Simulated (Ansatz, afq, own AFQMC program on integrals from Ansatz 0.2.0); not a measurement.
# GaBr− (quartet): quantum Monte Carlo beside coupled cluster at distance Ga1–Br2 = 6.366 Å, aug-cc-pVDZ

How near does AFQMC come to the top of the ladder for GaBr− (quartet)?

Program: Ansatz 0.2.0, Gaussian basis, and an in-house AFQMC program (afq) on its integrals; all values are calculated. Level of theory: aug-cc-pVDZ, frozen cores. These are calculated values, not measurements.

To be run: PBE (unrestricted); r2SCAN (unrestricted); PBE0 (unrestricted); B3LYP (unrestricted); wB97M-V (unrestricted); B2PLYP (unrestricted); CCSD(T) on ROHF; CCSDT(Q) on ROHF; Phaseless AFQMC, CISD trial on ROHF; Phaseless AFQMC, single-determinant trial on ROHF; CCSD(T) on UHF; CCSDT(Q) on UHF; Phaseless AFQMC, CISD trial on UHF; Phaseless AFQMC, single-determinant trial on UHF.

### Step 1. The system

The geometry derives from a PBE0/def2-TZVPD stationary point (not a proven minimum). One bond is set to the value named and the two fragments are kept rigid. No spin-orbit coupling is included. The filled d shell of Ga, Br may be among the frozen orbitals whatever the setting's name suggests; the logs give the count.

2 atoms, charge -1, spin multiplicity 4.

Atoms are counted from 1 here; the program's logs count them from 0.

No contacts short enough for the rule that draws bonds.

### Step 2. PBE (unrestricted)

Input file in.yaml:

```yaml
crystal:
  periodic: [false, false, false]
  atoms:
    - {symbol: Ga, position_ang: [0.000000, 0.000000, 0.000000]}
    - {symbol: Br, position_ang: [0.000000, 0.000000, 6.366000]}
basis:
  gaussian: {orbitals: aug-cc-pVDZ}
total_charge: -1
magnetization: {spin_polarized: true, initial_magnetization: 3}
hamiltonian: {xc: {name: PBE}}
output: {orbitals: {seedname: orbitals}}
```

Launch:

```sh
$ ansatz run in.yaml --threads 1 --pin off --events-out ev --progress --plain --max-ram 1843MiB
```

What it wrote:

```text
Functional definition: PBE
  name "PBE"
  cite "Perdew, Burke & Ernzerhof, Phys. Rev. Lett. 77, 3865 (1996) doi:10.1103/PhysRevLett.77.3865"
  parent pbe
  parameter kappa = 0.804
  parameter beta = 0.06672455060314922
  exchange = pbe_x(kappa = kappa, mu = beta*pi^2/3)
  correlation = pbe_c(beta = beta)
877 factors; their error is unknown
mean field evaluation 1: about -122352.1431 eV, gradient 4.2e1 eV
mean field evaluation 2: about -119721.6848 eV, gradient 2.9e2 eV
mean field evaluation 4: about -122362.3103 eV, gradient 3.9e1 eV
mean field evaluation 8: about -122394.8024 eV, gradient 2.4e1 eV
mean field evaluation 16: about -122402.5464 eV, gradient 4.0e-4 eV
mean field evaluation 32: about -122402.5738 eV, gradient 4.7e-3 eV
mean field evaluation 64: about -122402.2410 eV, gradient 8.9e-1 eV
mean field evaluation 96: about -122402.5599 eV, gradient 4.9e-2 eV
mean field evaluation 128: about -122402.5695 eV, gradient 2.5e-1 eV
mean field evaluation 160: about -122402.2350 eV, gradient 6.4e-3 eV
mean field -122402.57384007 eV, -4498.2116211781 hartree, gradient 1.6e-6 eV, S^2 3.752335; 14 other end points of the search recorded, 0 dependent functions left out
reference -122402.57389053 eV, -4498.2116230325 hartree; 35, 32 occupied and 37, 40 virtual orbitals, 877 factors
Total energy: -122402.57389053 eV, -4498.2116230325 hartree
```

Wall time 33 s (1 thread of Arm Neoverse V2, shared host); peak memory 0.25 GiB.

From the report: ⟨S²⟩ of the determinant 3.752 (pure quartet: 3.75).

### Step 3. r2SCAN (unrestricted)

in.yaml, as its differences from that of step 2:

```diff
@@ -9,3 +9,2 @@
 magnetization: {spin_polarized: true, initial_magnetization: 3}
-hamiltonian: {xc: {name: PBE}}
-output: {orbitals: {seedname: orbitals}}
+hamiltonian: {xc: {name: r2SCAN}}
```

Launched as before.

What it wrote, cut to the lines that bear on the results:

```text
Functional definition: r2SCAN
  name "r2SCAN"
  cite "Furness, Kaplan, Ning, Perdew & Sun, J. Phys. Chem. Lett. 11, 8208 (2020) doi:10.1021/acs.jpclett.0c02405"
  cite "Furness, Kaplan, Ning, Perdew & Sun, J. Phys. Chem. Lett. 11, 9248 (2020) doi:10.1021/acs.jpclett.0c03077"
  parent r2scan
[...]
877 factors; their error is unknown
[...]
mean field -122420.10015569 eV, -4498.8557013973 hartree, gradient 2.5e-6 eV, S^2 3.755059; 13 other end points of the search recorded, 0 dependent functions left out
reference -122420.10024291 eV, -4498.8557046025 hartree; 35, 32 occupied and 37, 40 virtual orbitals, 877 factors
Total energy: -122420.10024291 eV, -4498.8557046025 hartree
```

Wall time 64 s (1 thread of Arm Neoverse V2, shared host); peak memory 0.25 GiB.

From the report: ⟨S²⟩ of the determinant 3.755 (pure quartet: 3.75).

### Step 4. PBE0 (unrestricted)

in.yaml, as its differences from that of step 3:

```diff
@@ -9,2 +9,3 @@
 magnetization: {spin_polarized: true, initial_magnetization: 3}
-hamiltonian: {xc: {name: r2SCAN}}
+hamiltonian: {xc: {name: PBE0}}
+output: {orbitals: {seedname: orbitals}}
```

Same command.

What it wrote, cut to the lines that bear on the results:

```text
Functional definition: PBE0
  name "PBE0"
  cite "Adamo & Barone, J. Chem. Phys. 110, 6158 (1999) doi:10.1063/1.478522"
  cite "Perdew, Burke & Ernzerhof, Phys. Rev. Lett. 77, 3865 (1996) doi:10.1103/PhysRevLett.77.3865"
  parent pbe
[...]
803 factors; integrals over basis functions are off by at most 2.1e-4 eV
[...]
mean field -122405.79535913 eV, -4498.3300098199 hartree, gradient 1.2e-6 eV, S^2 3.755038; 10 other end points of the search recorded, 0 dependent functions left out
reference -122405.79539904 eV, -4498.3300112866 hartree; 35, 32 occupied and 37, 40 virtual orbitals, 803 factors
Total energy: -122405.79539904 eV, -4498.3300112866 hartree
```

It took 38 s on 1 thread of Arm Neoverse V2, shared host; peak memory 0.25 GiB.

From the report: ⟨S²⟩ of the determinant 3.755 (pure quartet: 3.75).

### Step 5. B3LYP (unrestricted)

in.yaml, as its differences from that of step 4:

```diff
@@ -9,3 +9,2 @@
 magnetization: {spin_polarized: true, initial_magnetization: 3}
-hamiltonian: {xc: {name: PBE0}}
-output: {orbitals: {seedname: orbitals}}
+hamiltonian: {xc: {name: B3LYP}}
```

Launched as before.

What it wrote, cut to the lines that bear on the results:

```text
Functional definition: B3LYP
  name "B3LYP"
  cite "Stephens, Devlin, Chabalowski & Frisch, J. Phys. Chem. 98, 11623 (1994) doi:10.1021/j100096a001"
  cite "Becke, Phys. Rev. A 38, 3098 (1988) doi:10.1103/PhysRevA.38.3098"
  cite "Lee, Yang & Parr, Phys. Rev. B 37, 785 (1988) doi:10.1103/PhysRevB.37.785"
  cite "Vosko, Wilk & Nusair, Can. J. Phys. 58, 1200 (1980) doi:10.1139/p80-159"
[...]
803 factors; integrals over basis functions are off by at most 2.1e-4 eV
[...]
mean field -122423.13305723 eV, -4498.9671584734 hartree, gradient 1.8e-6 eV, S^2 3.753733; 16 other end points of the search recorded, 0 dependent functions left out
reference -122423.13326812 eV, -4498.9671662233 hartree; 35, 32 occupied and 37, 40 virtual orbitals, 803 factors
Total energy: -122423.13326812 eV, -4498.9671662233 hartree
```

Run time: 56 s. Hardware: 1 thread of Arm Neoverse V2, shared host; peak memory 0.27 GiB.

From the report: ⟨S²⟩ of the determinant 3.754 (pure quartet: 3.75).

### Step 6. wB97M-V (unrestricted)

in.yaml, as its differences from that of step 5:

```diff
@@ -9,2 +9,3 @@
 magnetization: {spin_polarized: true, initial_magnetization: 3}
-hamiltonian: {xc: {name: B3LYP}}
+hamiltonian: {xc: {name: wB97M-V}}
+output: {orbitals: {seedname: orbitals}}
```

The command is unchanged.

What it wrote, cut to the lines that bear on the results:

```text
Functional definition: wB97M-V
  name "wB97M-V"
  cite "Mardirossian & Head-Gordon, J. Chem. Phys. 144, 214110 (2016) doi:10.1063/1.4952647"
  cite "Becke, J. Chem. Phys. 107, 8554 (1997) doi:10.1063/1.475007"
  cite "Vydrov & Van Voorhis, J. Chem. Phys. 133, 244103 (2010) doi:10.1063/1.3521275"
  # Of w^i u^j: cxij and so on, Table III.
[...]
  gx(w, u) = 1 - cx + cx01*u + cx10*w
  gss(w, u) = css00 + css04*u^4 + css10*w + css20*w^2 + css43*w^4*u^3
  gos(w, u) = cos00 + cos10*w + (cos20 + cos21*u)*w^2 + (cos60 + cos61*u)*w^6
[...]
      + integral(e_c_pw_mod_opposite_spin*gos(b97_w_opposite, b97_u_opposite)) + vv10(b, c)
803 factors; integrals over basis functions are off by at most 2.1e-4 eV
230 factors; integrals over basis functions are off by at most 1.5e-4 eV
[...]
mean field -122414.02086663 eV, -4498.6322916452 hartree, gradient 1.4e-6 eV, S^2 3.756319; 6 other end points of the search recorded, 0 dependent functions left out
reference -122414.02089896 eV, -4498.6322928333 hartree; 35, 32 occupied and 37, 40 virtual orbitals, 803 factors
Total energy: -122414.02089896 eV, -4498.6322928333 hartree
```

It took 1.8 min on 1 thread of Arm Neoverse V2, shared host; peak memory 0.39 GiB.

From the report: ⟨S²⟩ of the determinant 3.756 (pure quartet: 3.75).

### Step 7. B2PLYP (unrestricted)

in.yaml, as its differences from that of step 6:

```diff
@@ -9,3 +9,3 @@
 magnetization: {spin_polarized: true, initial_magnetization: 3}
-hamiltonian: {xc: {name: wB97M-V}}
-output: {orbitals: {seedname: orbitals}}
+hamiltonian: {xc: {name: B2PLYP}}
+correlation: {electrons: outside_noble_gas}
```

Same command.

What it wrote, cut to the lines that bear on the results:

```text
Functional definition: B2PLYP
  name "B2PLYP"
  cite "Grimme, J. Chem. Phys. 124, 034108 (2006) doi:10.1063/1.2148954"
  cite "Becke, Phys. Rev. A 38, 3098 (1988) doi:10.1103/PhysRevA.38.3098"
  cite "Lee, Yang & Parr, Phys. Rev. B 37, 785 (1988) doi:10.1103/PhysRevB.37.785"
[...]
803 factors; integrals over basis functions are off by at most 2.1e-4 eV
[...]
mean field -122396.47082314 eV, -4497.9873394426 hartree, gradient 6.0e-9 eV, S^2 3.757512; 9 other end points of the search recorded, 0 dependent functions left out
28 core orbitals not correlated, not the lowest: weight in the atoms' cores, before any rotation towards them, 1.000 or more for the frozen orbitals, at most 0.000 for the correlated occupied ones
reference -122396.47095745 eV, -4497.9873443785 hartree; 7, 4 occupied and 37, 40 virtual orbitals, 803 factors
second order -4.69200597 eV of doubles, -0.00000000 eV of singles
Total energy: -122397.73779906 eV, -4498.0338999491 hartree
```

Run time: 38 s. Hardware: 1 thread of Arm Neoverse V2, shared host; peak memory 0.27 GiB.

From the report: ⟨S²⟩ of the determinant 3.758 (pure quartet: 3.75).

### Step 8. CCSD(T) on ROHF

Input file in.yaml:

```yaml
crystal:
  periodic: [false, false, false]
  atoms:
    - {symbol: Ga, position_ang: [0.000000, 0.000000, 0.000000]}
    - {symbol: Br, position_ang: [0.000000, 0.000000, 6.366000]}
basis:
  gaussian: {orbitals: aug-cc-pVDZ}
total_charge: -1
magnetization: {spin_polarized: false, initial_magnetization: 3}
correlation: {method: ccsd_t, electrons: outside_noble_gas, hamiltonian_folder: ham}
```

Same command.

What it wrote, cut to the lines that bear on the results:

```text
Functional definition: HF
  name "HF"
  cite "Fock, Z. Phys. 61, 126 (1930) doi:10.1007/BF01340294"
  parent pbe
[...]
803 factors; integrals over basis functions are off by at most 2.1e-4 eV
[...]
mean field -122330.35810720 eV, -4495.5577419446 hartree, gradient 1.3e-6 eV, S^2 3.750000; 52 other end points of the search recorded, 0 dependent functions left out
[...]
determinant -122330.35810720 eV, -4495.5577419446 hartree, with singles and doubles -122335.10417608 eV, -4495.7321567591 hartree
determinant -122330.34566172 eV, -4495.5572845818 hartree, with singles and doubles -122335.08750323 eV, -4495.7315440433 hartree
determinant -122330.31682371 eV, -4495.5562248046 hartree, with singles and doubles -122335.05905014 eV, -4495.7304984112 hartree
determinant -122330.30712082 eV, -4495.5558682300 hartree, with singles and doubles -122335.05540059 eV, -4495.7303642928 hartree
[...]
determinant -122330.34566172 eV, -4495.5572845818 hartree, with singles and doubles -122335.08720226 eV, -4495.7315329827 hartree
determinant -122330.31682371 eV, -4495.5562248046 hartree, with singles and doubles -122335.05898437 eV, -4495.7304959942 hartree
determinant -122330.30712082 eV, -4495.5558682300 hartree, with singles and doubles -122335.05519360 eV, -4495.7303566863 hartree
determinant -122330.30327328 eV, -4495.5557268353 hartree, with singles and doubles -122335.05159057 eV, -4495.7302242772 hartree
28 core orbitals not correlated: weight in the atoms' cores, before any rotation towards them, 1.000 or more for the frozen orbitals, at most 0.000 for the correlated occupied ones
reference -122330.35810720 eV, -4495.5577419446 hartree; 7, 4 occupied and 37, 40 virtual orbitals, 803 factors
second order -3.83729203 eV of doubles, -0.10340665 eV of singles
cycle   1  -4.74571284 eV  change   -1.7e-6 eV  update   4.8e-6
perturbative correction -0.09612991 eV, -0.0035327091 hartree
Total energy: -122335.19994995 eV, -4495.7356763837 hartree
```

Run time: 1.9 min. Hardware: 1 thread of Arm Neoverse V2, shared host; peak memory 0.25 GiB.

From the report: correlation -4.8418 eV; T1 0.016; largest double amplitude 0.08.

This run also writes the integrals to the folder ham.

### Step 9. CCSDT(Q) on ROHF

in.yaml, as its differences from that of step 8:

```diff
@@ -9,2 +9,2 @@
 magnetization: {spin_polarized: false, initial_magnetization: 3}
-correlation: {method: ccsd_t, electrons: outside_noble_gas, hamiltonian_folder: ham}
+correlation: {method: ccsdt_q, electrons: outside_noble_gas}
```

The command is unchanged.

What it wrote, cut to the lines that bear on the results:

```text
Functional definition: HF
  name "HF"
  cite "Fock, Z. Phys. 61, 126 (1930) doi:10.1007/BF01340294"
  parent pbe
[...]
1265 factors; integrals over basis functions are off by at most 1.4e-7 eV
[...]
mean field -122330.35810812 eV, -4495.5577419786 hartree, gradient 8.7e-8 eV, S^2 3.750000; 46 other end points of the search recorded, 0 dependent functions left out
[...]
determinant -122330.35810812 eV, -4495.5577419786 hartree, with singles and doubles -122335.10417236 eV, -4495.7321566225 hartree
determinant -122330.34566234 eV, -4495.5572846045 hartree, with singles and doubles -122335.08749857 eV, -4495.7315438721 hartree
determinant -122330.31682431 eV, -4495.5562248266 hartree, with singles and doubles -122335.05904514 eV, -4495.7304982277 hartree
determinant -122330.30712170 eV, -4495.5558682622 hartree, with singles and doubles -122335.05539661 eV, -4495.7303641467 hartree
[...]
determinant -122330.31682431 eV, -4495.5562248266 hartree, with singles and doubles -122335.05897935 eV, -4495.7304958098 hartree
determinant -122330.30712170 eV, -4495.5558682622 hartree, with singles and doubles -122335.05518960 eV, -4495.7303565391 hartree
determinant -122330.30327416 eV, -4495.5557268676 hartree, with singles and doubles -122335.05158661 eV, -4495.7302241319 hartree
28 core orbitals not correlated: weight in the atoms' cores, before any rotation towards them, 1.000 or more for the frozen orbitals, at most 0.000 for the correlated occupied ones
reference -122330.35810812 eV, -4495.5577419786 hartree; 7, 4 occupied and 37, 40 virtual orbitals, 1265 factors
second order -3.83729045 eV of doubles, -0.10340668 eV of singles
cycle   1  -4.54882848 eV  change   -6.1e-1 eV  update   7.5e-2
[...]
cycle  37  -4.86714229 eV  change   -6.1e-8 eV  update   1.2e-6
perturbative correction -0.00571801 eV, -0.0002101330 hartree
Total energy: -122335.23096842 eV, -4495.7368162915 hartree
```

Wall time 3.6 min (1 thread of Arm Neoverse V2, shared host); peak memory 0.85 GiB.

From the report: correlation -4.8729 eV; T1 0.016; largest double amplitude 0.09.

### Step 10. Phaseless AFQMC, CISD trial on ROHF

It reads the integrals that the CCSD(T) run on this determinant wrote.

Launch:

```sh
$ afq ham --method phaseless --trial cisd --walkers 60 --populations 1 --least-time 40 --time-step 0.005 --steps-per-block 50 --equilibration-blocks 40 --max-blocks 300 --target-error 0.0008 --factor-cut 1e-05 --start spin_pure --seed 8156 --release-times 0.24,0.51,0.99,1.62,2.4 --release-step 0.03 --release-every 4 --taylor-order 6
```

What it wrote:

```text
orbitals 44  electrons 7 4  factors 277 of 803
reference energy -4495.55774194 Eh
CCSD correlation -0.17440206 Eh in 14 cycles, weight of the determinant in the CISD state 0.8733
energy of the start -4495.732139 Eh
 block  time / (1/Eh)  mean weight  energy / Eh
     1     0.250  0.9998  -4495.729555
     2     0.500  1.0012  -4495.729366
     3     0.750  1.0009  -4495.729813
     4     1.000  0.9998  -4495.731969
     5     1.250  0.9996  -4495.732363
     6     1.500  1.0012  -4495.733197
     7     1.750  0.9995  -4495.733112
     8     2.000  0.9999  -4495.732746
     9     2.250  0.9995  -4495.734123
    10     2.500  0.9992  -4495.734606
    11     2.750  1.0010  -4495.735577
    16     4.000  1.0004  -4495.732414
    21     5.250  0.9996  -4495.736607
    26     6.500  1.0018  -4495.737168
    31     7.750  1.0012  -4495.737866
    36     9.000  1.0012  -4495.739956
    41    10.250  0.9984  -4495.735831
    46    11.500  1.0004  -4495.732755
    51    12.750  1.0003  -4495.737708
    56    14.000  1.0010  -4495.735790
    61    15.250  0.9999  -4495.731831
    66    16.500  1.0010  -4495.736570
    71    17.750  1.0015  -4495.733570
    76    19.000  1.0009  -4495.736301
    81    20.250  1.0003  -4495.734727
    86    21.500  0.9974  -4495.739815
    91    22.750  0.9988  -4495.734550
    96    24.000  0.9999  -4495.735308
   101    25.250  1.0002  -4495.736669
   106    26.500  0.9995  -4495.733024
   111    27.750  0.9997  -4495.736374
   116    29.000  1.0001  -4495.736908
   121    30.250  0.9992  -4495.735240
   126    31.500  0.9990  -4495.736862
   131    32.750  0.9985  -4495.738088
   136    34.000  0.9989  -4495.734334
   141    35.250  0.9996  -4495.745674
   146    36.500  0.9998  -4495.734522
   151    37.750  0.9991  -4495.737115
   156    39.000  0.9987  -4495.737125
   161    40.250  1.0002  -4495.736178
   166    41.500  1.0008  -4495.733940
   171    42.750  0.9988  -4495.734358
   176    44.000  1.0000  -4495.734288
   181    45.250  1.0003  -4495.734754
   186    46.500  1.0008  -4495.735492
   191    47.750  0.9996  -4495.736794
   196    49.000  0.9997  -4495.735555
blocks merged  error / Eh  count
     1  0.000175  160
     2  0.000211  80
     4  0.000232  40
     8  0.000222  20
    16  0.000211  10
released: time / (1/Eh)  energy / Eh  error  mean overlap
  0.24  -4495.735671  0.000238  1.0157
  0.51  -4495.736009  0.000330  1.0194
  0.99  -4495.736196  0.000407  1.0399
  1.62  -4495.736619  0.000433  1.0743
  2.40  -4495.736552  0.000462  1.0783
energy -4495.735187 +/- 0.000232 Eh
```

It took 5.7 min on 1 thread of Arm Neoverse V2, shared host; peak memory 0.35 GiB.

Energy -122335.1866 ± 0.0063 eV. Caveats: constraint bias not in the error.

### Step 11. Phaseless AFQMC, single-determinant trial on ROHF

It reads the integrals that the CCSD(T) run on this determinant wrote.

Launch:

```sh
$ afq ham --method phaseless --trial hf --walkers 120 --populations 1 --least-time 40 --time-step 0.005 --steps-per-block 20 --equilibration-blocks 160 --max-blocks 600 --target-error 0.0024000000000000002 --factor-cut 1e-05 --start spin_pure --seed 6420 --taylor-order 6
```

What it wrote:

```text
orbitals 44  electrons 7 4  factors 277 of 803
reference energy -4495.55774194 Eh
CCSD correlation -0.17440206 Eh in 14 cycles, weight of the determinant in the CISD state 0.8733
energy of the start -4495.557781 Eh
 block  time / (1/Eh)  mean weight  energy / Eh
     1     0.100  0.9999  -4495.581761
     2     0.200  1.0006  -4495.601222
     3     0.300  0.9997  -4495.622768
     4     0.400  0.9998  -4495.644331
     5     0.500  1.0011  -4495.653733
     6     0.600  1.0017  -4495.663817
     7     0.700  0.9997  -4495.668757
     8     0.800  1.0005  -4495.676942
     9     0.900  0.9990  -4495.686020
    10     1.000  1.0009  -4495.692696
    15     1.500  1.0003  -4495.719695
    29     2.900  1.0010  -4495.722700
    43     4.300  0.9988  -4495.743550
    57     5.700  0.9992  -4495.725666
    71     7.100  1.0009  -4495.734846
    85     8.500  1.0005  -4495.719503
    99     9.900  1.0010  -4495.731220
   113    11.300  0.9995  -4495.737555
   127    12.700  1.0002  -4495.730060
   141    14.100  1.0022  -4495.731611
   155    15.500  0.9988  -4495.722421
   169    16.900  0.9988  -4495.749535
   183    18.300  1.0012  -4495.741509
   197    19.700  0.9991  -4495.749064
   211    21.100  1.0002  -4495.738083
   225    22.500  0.9984  -4495.704641
   239    23.900  1.0013  -4495.712903
   253    25.300  1.0000  -4495.732514
   267    26.700  0.9909  -4495.710662
   281    28.100  0.9995  -4495.732923
   295    29.500  1.0009  -4495.726445
   309    30.900  0.9999  -4495.720243
   323    32.300  0.9998  -4495.723563
   337    33.700  0.9995  -4495.729831
   351    35.100  1.0012  -4495.714962
   365    36.500  0.9988  -4495.718174
   379    37.900  0.9995  -4495.730507
   393    39.300  1.0003  -4495.730795
   407    40.700  0.9996  -4495.727267
   421    42.100  1.0009  -4495.735004
   435    43.500  1.0003  -4495.737455
   449    44.900  0.9990  -4495.716336
   463    46.300  1.0010  -4495.718273
   477    47.700  1.0009  -4495.719142
   491    49.100  0.9988  -4495.732887
   505    50.500  1.0008  -4495.723178
   519    51.900  0.9993  -4495.725906
   533    53.300  0.9986  -4495.716415
   547    54.700  1.0008  -4495.730807
blocks merged  error / Eh  count
     1  0.000592  400
     2  0.000806  200
     4  0.001051  100
     8  0.001369  50
    16  0.001670  25
    32  0.002098  12
energy -4495.728514 +/- 0.001670 Eh
```

Run time: 3.9 min. Hardware: 1 thread of Arm Neoverse V2, shared host; peak memory 0.35 GiB.

Energy -122335.0051 ± 0.0454 eV. Caveats: constraint bias not in the error. The error still grows with block length (0.0373 to 0.0571 eV), so the bar may be too small.

[end of part 1 of 2]
